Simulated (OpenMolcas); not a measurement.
# Multireference states of LuO

Which states of LuO lie lowest, and how does spin–orbit coupling split them?

The runs use OpenMolcas 26.06; SA-CASSCF(7,9), XMS-CASPT2, RASSI; ANO-RCC-VDZP.

All values are calculated.

**1. Set-up**

C2 symmetry about the axis (a holds Σ, Δ, Γ; b holds Π, Φ, H; Σ⁺ and Σ⁻ are not told apart); roots by multiplicity and irrep: 2a 4, 2b 2.

Active shells: Lu 6s 5d, O 2p.

Input file m.inp:

```
&GATEWAY
Coord
2
angstrom
Lu 0.0 0.0 0.0
O 0.0 0.0 1.7830
Basis=ANO-RCC-VDZP
Group=XY
RX2C
AMFI
ANGMom
0.0 0.0 0.0
RICD
&SEWARD
&GUESSORB
&RASSCF
FileOrb=$CurrDir/o21.orb
Symmetry=1
Spin=2
nActEl=7 0 0
Inactive=20 16
RAS2=5 4
CIRoot=4 4 1
Linear
Iterations=120 100
OrbListing=Nothing
PRWF=0.15
>>COPY $Project.RasOrb $CurrDir/o21.orb
>>COPY $Project.rasscf.h5 $CurrDir/r21.h5
&CASPT2
XMultistate=all
Imaginary=0.2
IPEA=0.25
MaxIter=40
>>COPY $Project.JobMix JOB001
&RASSCF
FileOrb=$CurrDir/o22.orb
Symmetry=2
Spin=2
nActEl=7 0 0
Inactive=20 16
RAS2=5 4
CIRoot=2 2 1
Linear
Iterations=120 100
OrbListing=Nothing
PRWF=0.15
>>COPY $Project.RasOrb $CurrDir/o22.orb
>>COPY $Project.rasscf.h5 $CurrDir/r22.h5
&CASPT2
XMultistate=all
Imaginary=0.2
IPEA=0.25
MaxIter=40
>>COPY $Project.JobMix JOB002
&RASSI
Nr of JobIphs=2 4 2
1 2 3 4
1 2
SpinOrbit
EJob
Omega
MEES
MESO
Properties=4
'AngMom' 3 'Mltpl  1' 1 'Mltpl  1' 2 'Mltpl  1' 3
Thrs=1.0d-4
>>COPY $Project.rassi.h5 $CurrDir/so.h5
```

Each module block was a call of its own in one work directory; start orbitals came from a preliminary run.

Command:

```bash
$ pymolcas m.inp
```

**2. CASSCF and CASPT2, block by block**

The runs that follow: Spin–orbit coupling by RASSI.

What does the calculation give? Wanted: lowest spin-free state; next spin-free state; lowest level; next level; lowering by spin–orbit coupling; lowest curve, Re and ωe.

The runs gave:

| quantity | value |
| --- | --- |
| lowest spin-free state | (1)2Σ |
| next spin-free state | (2)2Σ, 2.644 eV |
| lowest level | Ω = 1/2, 100 % (1)2Σ |
| next level | Ω = 3/2, 20957 cm⁻¹ |
| lowering by spin–orbit coupling | 5 cm⁻¹ |
| lowest curve, Re and ωe | 1.833 Å, 790 cm⁻¹ |

What this shows: At 1.783 Å the lowest computed level has Ω = 1/2 and is 100 % (1)2Σ. Only the spin multiplicities and numbers of roots in the input were computed, so the list of states is not complete and the lowest one found need not be the ground state; labels number the states computed. For d and f metals this valence active space lacks a second d shell: the order of states is not reliable within half an eV or more, and the lowest computed state need not be the true ground state.
